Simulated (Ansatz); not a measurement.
**C₂H₅BrSi: a ladder of functionals and wavefunction methods**

Aim: compute C₂H₅BrSi with functionals from several rungs and with coupled cluster, and see how far each lands from CCSD(T) at the basis-set limit for the atomisation energy.

The runs use Ansatz 0.2.0, Gaussian basis; functionals in def2-TZVPP, the program's frozen cores in correlated methods.

The runs, in order: PBE-D4, r2SCAN-D4, PBE0-D4, B3LYP-D4, ωB97X-V, ωB97M-V, B2PLYP; CCSD(T)/def2-TZVPP; MP2/def2-QZVPP; extrapolation to the limit.

## Step 1: The geometry

The geometry comes from an earlier relaxation with PBE0-D4 in a triple-zeta def2 set; it is a stationary point, not always the lowest conformer.

SMILES `[SiH3]/C=C/Br`, 9 atoms, charge 0, spin multiplicity 1.

Atoms are counted from 1 here; the program's logs count them from 0.

Bond lengths: Si1–C2 1.861 Å, Si1–H5 1.487 Å, Si1–H6 1.486 Å, Si1–H7 1.487 Å, C2–C3 1.324 Å, C2–H8 1.087 Å, C3–Br4 1.886 Å, C3–H9 1.083 Å. Angles: C2–Si1–H5 110.4°, C2–Si1–H6 108.7°, C2–Si1–H7 110.4°, H5–Si1–H6 109.7°, H5–Si1–H7 108.1°, H6–Si1–H7 109.6°, Si1–C2–C3 121.1°, Si1–C2–H8 120.0°, C3–C2–H8 118.9°, C2–C3–Br4 124.0°, C2–C3–H9 124.4°, Br4–C3–H9 111.7°.

As a file:

```mol
C2H5BrSi
  3D, bonds by distance, orders not assigned

  9  8  0  0  0  0  0  0  0  0999 V2000
   -0.5172    1.2577   -0.0856 Si  0  0
   -0.1609   -0.4943    0.4293 C   0  0
    0.7638   -1.2133   -0.1872 C   0  0
    1.1910   -2.9931    0.2658 Br  0  0
   -0.2821    2.1884    1.0497 H   0  0
    0.3782    1.6132   -1.2167 H   0  0
   -1.9357    1.3939   -0.5090 H   0  0
   -0.7161   -0.9439    1.2488 H   0  0
    1.3674   -0.8549   -1.0123 H   0  0
  1  2  8  0
  2  3  8  0
  3  4  8  0
  1  5  8  0
  1  6  8  0
  1  7  8  0
  2  8  8  0
  3  9  8  0
M  END
```

## Step 2: PBE-D4 (GGA)

File in.yaml:

```yaml
crystal:
  periodic: [false, false, false]
  atoms:
    - {symbol: Si, position_ang: [-0.517159, 1.257717, -0.085576]}
    - {symbol: C, position_ang: [-0.160922, -0.494328, 0.429336]}
    - {symbol: C, position_ang: [0.763848, -1.213306, -0.187199]}
    - {symbol: Br, position_ang: [1.190974, -2.993147, 0.265833]}
    - {symbol: H, position_ang: [-0.282062, 2.188357, 1.049681]}
    - {symbol: H, position_ang: [0.378200, 1.613173, -1.216726]}
    - {symbol: H, position_ang: [-1.935728, 1.393937, -0.509005]}
    - {symbol: H, position_ang: [-0.716055, -0.943873, 1.248849]}
    - {symbol: H, position_ang: [1.367405, -0.854928, -1.012293]}
basis:
  gaussian: {orbitals: def2-TZVPP}
hamiltonian: {xc: pbe, dispersion: d4}
output: {forces: true, orbitals: {seedname: orbitals}}
```

Run with:

```console
$ ansatz run in.yaml --threads 4 --pin off --events-out ev --progress --plain --max-ram 10444MiB
```

Further steps of the session: r2SCAN-D4 (meta-GGA); PBE0-D4 (hybrid); B3LYP-D4 (hybrid); ωB97X-V (range-separated); ωB97M-V (range-separated); B2PLYP (double hybrid); CCSD(T) in def2-TZVPP; MP2 in def2-QZVPP.

**Question.** What will the summary of the whole plan be? Wanted: atomisation energy, CCSD(T)/CBS; farthest; mean size of error, hybrid; mean size of error, range-separated; gap, smallest and largest; T1 diagnostic; triples share of the correlation energy.

The runs gave:

```
                               quantity                                           value
        atomisation energy, CCSD(T)/CBS                                   3112.5 kJ/mol
 functionals within 31.1 kJ/mol (1.0 %)  r2SCAN-D4, PBE0-D4, B3LYP-D4, ωB97X-V, ωB97M-V
                               farthest                           PBE-D4 (+45.3 kJ/mol)
             mean size of error, hybrid                                      4.1 kJ/mol
    mean size of error, range-separated                                      2.8 kJ/mol
              gap, smallest and largest            4.63 eV (PBE-D4), 11.17 eV (ωB97X-V)
                          T1 diagnostic                                          0.0100
triples share of the correlation energy                                           4.0 %
```

PBE-D4 misses by +45.3 kJ/mol. Double hybrids carry the basis error of their MP2 part in triple zeta, and no dispersion term here, so their miss is partly the set-up's. Misses under about 31.1 kJ/mol are within the doubt on the reference itself, which lacks core-valence correlation, relativity and higher excitations, and its outer-core shells are covered unevenly. All levels share the lack of spin-orbit coupling, which lowers the free heavy atoms and so the true binding. Hartree-Fock recovers 74 % of the binding; the rest is correlation. The gap grows from 4.6 to 11.2 eV across the functionals, mostly with the share of exact exchange. Correlated methods include outer-core shells of Br, which these sets cover unevenly.
